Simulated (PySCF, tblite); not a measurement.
**C₅H₁₂N₂Si: geometry, infrared bands, NMR shifts, electronic excitations and core binding energies**

Aim: predict the infrared bands, NMR shifts, electronic excitations and core binding energies of C₅H₁₂N₂Si (`C/N=C/[C@@H]1CN[SiH2]C1`).

The runs use tblite 0.8.0 and PySCF 2.14.0, with density-fitted response routines of our own; the level of theory stands in each step. All values are computed, except where a source is named. Atoms are numbered from 0 throughout.

### Step 1. The molecule as given

20 atoms, charge 0, multiplicity 1; geometry from: force field or distance geometry start.

Bonds of the start (Å): C0–N1 1.47, N1–C2 1.27, C2–C3 1.52, C3–C4 1.53, C4–N5 1.47, N5–Si6 1.72, Si6–C7 1.90, C7–C3 1.56, C0–H8 1.09, C0–H9 1.09, C0–H10 1.09, C2–H11 1.11, C3–H12 1.09, C4–H13 1.11, C4–H14 1.09, N5–H15 1.01, Si6–H16 1.48, Si6–H17 1.47, C7–H18 1.09, C7–H19 1.10.

### Step 2. Geometry optimisation with GFN2-xTB

Job settings and geometry (Å):

```
{"job": {"kind": "relax", "xc": "GFN2-xTB", "basis": "xTB"}, "charge": 0, "multiplicity": 1}
C      3.329400     0.521300    -0.033300
N      2.254000    -0.434300    -0.323300
C      1.088500     0.068300    -0.212900
C     -0.146400    -0.777000    -0.473300
C     -1.077700    -0.082900    -1.465300
N     -1.944800     0.844100    -0.717000
Si    -2.246300     0.334300     0.901100
C     -0.920100    -1.022200     0.854000
H      4.295200     0.047900    -0.215700
H      3.246700     1.401100    -0.679300
H      3.294100     0.840000     1.013700
H      0.909700     1.125000     0.068000
H      0.193800    -1.743100    -0.859400
H     -0.517800     0.464100    -2.246100
H     -1.705700    -0.823100    -1.970600
H     -2.815300     1.002500    -1.201600
H     -3.623500    -0.197800     0.966100
H     -1.915000     1.437200     1.819900
H     -0.281800    -0.996200     1.739300
H     -1.422500    -1.998400     0.815900
```

Command:

```console
$ OMP_NUM_THREADS=1 python probes_run.py task.json out
```

One launch serves the whole session: the jobs run in the order shown.

**Question.** This job is followed by: GFN2-xTB harmonic vibrations, gas phase; PBE0-D3(BJ)/def2-SVP geometry optimisation, gas phase; GIAO PBE0/pcSseg-1 NMR shielding, non-relativistic, gas phase; TDDFT PBE0/def2-SVPD, vertical, gas phase, core orbitals frozen in the response; GIAO PBE/pcSseg-1 NMR shielding, non-relativistic, gas phase; delta-SCF UKS SCAN, pcX-2 on the ionised atom, pcseg-1 elsewhere, spin-free X2C. What will the session give for the following? strongest single infrared mode (GFN2-xTB); zero-point energy (GFN2-xTB); point group; rotational constants (main isotopes); 13C shifts against TMS (PBE0/pcSseg-1); 1H shifts against TMS (PBE0/pcSseg-1, means over atoms taken as alike); 15N shifts against NH3 (PBE0/pcSseg-1); 29Si shifts against TMS (PBE0/pcSseg-1); surface potential, 1st and 99th percentile; lowest singlet (PBE0/def2-SVPD); brightest single state of those computed; lowest triplet; vertical ionisation energy (ΔSCF); C1s binding energies, SCAN/pcX-2; N1s binding energies, SCAN/pcX-2; Si1s binding energies, SCAN/pcX-2; Si2p binding energies, SCAN/pcX-2; range of the shift of N5.

As calculated:

| quantity | value |
| --- | --- |
| strongest single infrared mode (GFN2-xTB) | 2206 cm⁻¹, 499 km/mol |
| zero-point energy (GFN2-xTB) | 102.0 kcal/mol |
| point group | C1 |
| rotational constants (main isotopes) | 3.44, 0.93, 0.89 GHz |
| 13C shifts against TMS (PBE0/pcSseg-1) | 172.5, 51.5, 51.0, 46.5, 12.4 ppm |
| 1H shifts against TMS (PBE0/pcSseg-1, means over atoms taken as alike) | 7.73, 4.96, 4.88, 3.37, 3.20, 3.04, 2.77, 1.24, 0.82, -0.21 ppm |
| 15N shifts against NH3 (PBE0/pcSseg-1) | 367.9, 19.8 ppm |
| 29Si shifts against TMS (PBE0/pcSseg-1) | -23.7 ppm |
| surface potential, 1st and 99th percentile | -1.69 V and 1.35 V |
| lowest singlet (PBE0/def2-SVPD) | 5.08 eV (244 nm), f = 0.002 |
| brightest single state of those computed | state 4, 6.13 eV, f = 0.018 |
| lowest triplet | 4.29 eV |
| vertical ionisation energy (ΔSCF) | 8.39 eV |
| C1s binding energies, SCAN/pcX-2 | C4 291.36, C0 291.22, C2 291.21, C3 290.59, C7 290.00 eV |
| N1s binding energies, SCAN/pcX-2 | N1 404.20, N5 404.19 eV |
| Si1s binding energies, SCAN/pcX-2 | Si6 1846.39 eV |
| Si2p binding energies, SCAN/pcX-2 | Si6 106.75 eV |
| range of the shift of N5 | 19.8 to 27.4 ppm |

In words: Relaxing lowered the energy by 0.370 eV in 149 steps; the close pair that moved most is C0–N1, from 1.468 to 1.429 Å (GFN2-xTB). All 54 modes are real, so the xTB geometry is a minimum. The strongest single mode, at 2206 cm⁻¹, moves mainly H16. Unscaled tight-binding wavenumbers are off by several per cent, some by more. Its intensities can rank the bands wrongly. The optimisation took 5 steps and gained 0.238 eV; among the close pairs (by a distance rule), C2–C3 changed most, from 1.447 to 1.500 Å (PBE0/def2-SVP). No frequency check was run at this level, so the end point may be a saddle. At PBE0/pcSseg-1: Shielding is most anisotropic at N1 (span 704 ppm, paramagnetic term -429 ppm). The first singlet state (HOMO−1→LUMO 0.55, HOMO→LUMO 0.40) lies at 5.08 eV and is weak; of the 10 states computed, the strongest absorption comes from state 4 at 6.13 eV. The lowest triplet lies 0.79 eV below the lowest singlet (triplets in Tamm-Dancoff, singlets in full TDDFT). The orbital energy would give 6.65 eV for ionisation, ΔSCF gives 8.39 eV. C4 (sp3 CH2 bonded to N) binds its C1s electron 1.37 eV more tightly than C7 (sp3 CH2 bonded to Si). The N1s levels computed lie within 0.01 eV of one another, too close to rank. In ppm, N5 moves most: its shift spreads over 7.6 ppm, from 19.8 (PBE0/pcSseg-1) to 27.4 (PBE/pcSseg-1).
